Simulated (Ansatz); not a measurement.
# Si22H30 off rod (Si21H30): geometry, orbitals and charge

Aim: characterise Si22H30 off rod (Si21H30) as a singlet: its structure, frontier levels and distribution of charge.

The runs use Ansatz 0.2.0, Gaussian basis; RKS PBE0-D4/def2-SVP.

Levels to be run: relaxation at r2SCAN-D4/def2-SVP; a single point at PBE0-D4/def2-SVP.

### Step 1. Starting geometry

51 atoms, charge 0, spin multiplicity 1.

Atoms are counted from 1 here; the program's logs count them from 0.

Bond lengths: Si1–Si13 2.339 Å, Si1–Si15 2.329 Å, Si1–H22 1.450 Å, Si1–H23 1.435 Å, Si2–Si11 2.333 Å, Si2–Si16 2.380 Å, Si2–Si17 2.367 Å, Si2–H24 1.446 Å, Si3–Si13 2.369 Å, Si3–Si16 2.349 Å, Si3–Si18 2.343 Å, Si3–H25 1.447 Å, Si4–Si11 2.334 Å, Si4–Si13 2.363 Å, Si4–H26 1.431 Å, Si5–Si12 2.331 Å, Si5–Si19 2.370 Å, Si5–H27 1.431 Å and more. Angles: Si13–Si1–Si15 110.8°, Si13–Si1–H22 108.6°, Si13–Si1–H23 108.3°, Si15–Si1–H22 110.3°, Si15–Si1–H23 110.3°, H22–Si1–H23 108.5°, Si11–Si2–Si16 108.3°, Si11–Si2–Si17 109.8°, Si11–Si2–H24 111.7°, Si16–Si2–Si17 108.7°, Si16–Si2–H24 108.9°, Si17–Si2–H24 109.4°, Si13–Si3–Si16 110.0°, Si13–Si3–Si18 110.1°, Si13–Si3–H25 108.8°, Si16–Si3–Si18 109.5°, Si16–Si3–H25 108.9°, Si18–Si3–H25 109.6° and more.

The start is a built from a lattice or polyhedron geometry.

### Step 2. Relaxation at r2SCAN-D4/def2-SVP

in.yaml

```yaml
crystal:
  periodic: [false, false, false]
  atoms:
    - {symbol: Si, position_ang: [1.016800, -3.714800, -1.272900]}
    - {symbol: Si, position_ang: [-1.723400, 1.717400, -3.986700]}
    - {symbol: Si, position_ang: [1.003600, -1.002900, -3.987900]}
    - {symbol: Si, position_ang: [-1.699400, -1.011200, -1.269700]}
    - {symbol: Si, position_ang: [-1.714900, 1.701400, 1.430400]}
    - {symbol: Si, position_ang: [1.020600, -1.011100, 1.433200]}
    - {symbol: Si, position_ang: [0.999900, 1.700000, -1.277800]}
    - {symbol: Si, position_ang: [-1.708000, -0.992200, 4.168200]}
    - {symbol: Si, position_ang: [0.971000, 1.675500, 4.150500]}
    - {symbol: Si, position_ang: [3.720800, -1.008500, -1.274600]}
    - {symbol: Si, position_ang: [-3.029800, 0.329400, -2.641300]}
    - {symbol: Si, position_ang: [-3.031000, 0.355800, 2.805300]}
    - {symbol: Si, position_ang: [-0.353800, -2.394100, -2.633100]}
    - {symbol: Si, position_ang: [-0.344500, -2.387800, 2.785100]}
    - {symbol: Si, position_ang: [2.368300, -2.383600, 0.078400]}
    - {symbol: Si, position_ang: [-0.344700, 0.346600, -5.358700]}
    - {symbol: Si, position_ang: [-0.337200, 3.075000, -2.630800]}
    - {symbol: Si, position_ang: [2.357100, 0.357100, -2.643200]}
    - {symbol: Si, position_ang: [-0.332900, 3.045500, 2.809100]}
    - {symbol: Si, position_ang: [2.369100, 0.327400, 2.790700]}
    - {symbol: Si, position_ang: [-0.345300, 0.350200, 5.496100]}
    - {symbol: H, position_ang: [1.832200, -4.561300, -2.122000]}
    - {symbol: H, position_ang: [0.178000, -4.552900, -0.465500]}
    - {symbol: H, position_ang: [-2.537200, 2.559400, -4.835000]}
    - {symbol: H, position_ang: [1.836700, -1.837500, -4.826700]}
    - {symbol: H, position_ang: [-2.527600, -1.854000, -0.463000]}
    - {symbol: H, position_ang: [-2.542700, 2.534300, 0.612100]}
    - {symbol: H, position_ang: [1.851700, 2.516500, -0.458700]}
    - {symbol: H, position_ang: [-2.527700, -1.838600, 4.980700]}
    - {symbol: H, position_ang: [1.848800, 2.547700, 4.997300]}
    - {symbol: H, position_ang: [4.577500, -1.845000, -2.116500]}
    - {symbol: H, position_ang: [4.560400, -0.158700, -0.474500]}
    - {symbol: H, position_ang: [-3.900800, -0.490600, -3.494200]}
    - {symbol: H, position_ang: [-3.893800, 1.173500, -1.785500]}
    - {symbol: H, position_ang: [-3.900600, -0.481000, 1.976500]}
    - {symbol: H, position_ang: [-3.893000, 1.170100, 3.609800]}
    - {symbol: H, position_ang: [-1.157000, -3.208200, -3.483100]}
    - {symbol: H, position_ang: [-1.181100, -3.209400, 1.971000]}
    - {symbol: H, position_ang: [0.491600, -3.206400, 3.621800]}
    - {symbol: H, position_ang: [3.213600, -3.222100, 0.927000]}
    - {symbol: H, position_ang: [-1.160400, -0.513900, -6.225300]}
    - {symbol: H, position_ang: [0.500300, 1.221500, -6.203300]}
    - {symbol: H, position_ang: [0.472300, 3.907600, -3.485400]}
    - {symbol: H, position_ang: [-1.190800, 3.893500, -1.790500]}
    - {symbol: H, position_ang: [3.200500, 1.187400, -3.475400]}
    - {symbol: H, position_ang: [0.478400, 3.894000, 1.944000]}
    - {symbol: H, position_ang: [-1.183200, 3.881900, 3.616100]}
    - {symbol: H, position_ang: [3.228400, 1.182500, 1.957400]}
    - {symbol: H, position_ang: [3.214200, -0.497400, 3.629100]}
    - {symbol: H, position_ang: [-1.176900, 1.187500, 6.330600]}
    - {symbol: H, position_ang: [0.503600, -0.499900, 6.332200]}
basis:
  gaussian: {orbitals: def2-SVP, fitting: {mean_field: def2-universal-jkfit}}
hamiltonian: {xc: r2scan, dispersion: d4}
scf: {lower_state_search: "off"}
output: {orbitals: {seedname: orbitals}}
relax: {f_tol: 0.03, max_steps: 70}
```

Started as:

```console
ansatz run in.yaml --threads 2 --pin off --events-out ev --progress --plain --max-ram 20480MiB --backend cuda --devices 0, --max-vram 18GiB
```

Further steps of the session: Single point, PBE0-D4/def2-SVP.

Q: Predict the results of all the runs planned. Wanted: point group; commonest bond, hydrogen aside; HOMO, LUMO at PBE0-D4/def2-SVP; dipole at r2SCAN-D4/def2-SVP.

The runs gave:

```
                      quantity                             value
                   point group                                C1
commonest bond, hydrogen aside  Si–Si, 27 of mean length 2.361 Å
HOMO, LUMO at PBE0-D4/def2-SVP                   -7.14, -1.53 eV
  dipole at r2SCAN-D4/def2-SVP                            0.39 D
```

**Reading.** The relaxation broke 0 and made 2 bonds, so the end is another structure than the start. No usable vibrations, so a minimum isn't proven. The HOMO lies nearest to Si6, Si15 about 15 % each; Si7, Si20 about 7 % each and the LUMO to Si4, Si6 about 11 % each; Si7, Si18 about 6 % each. Whether this spin is the lowest isn't tested here. The point group is read from a loosely relaxed geometry; soft torsions can leave it below the true symmetry.
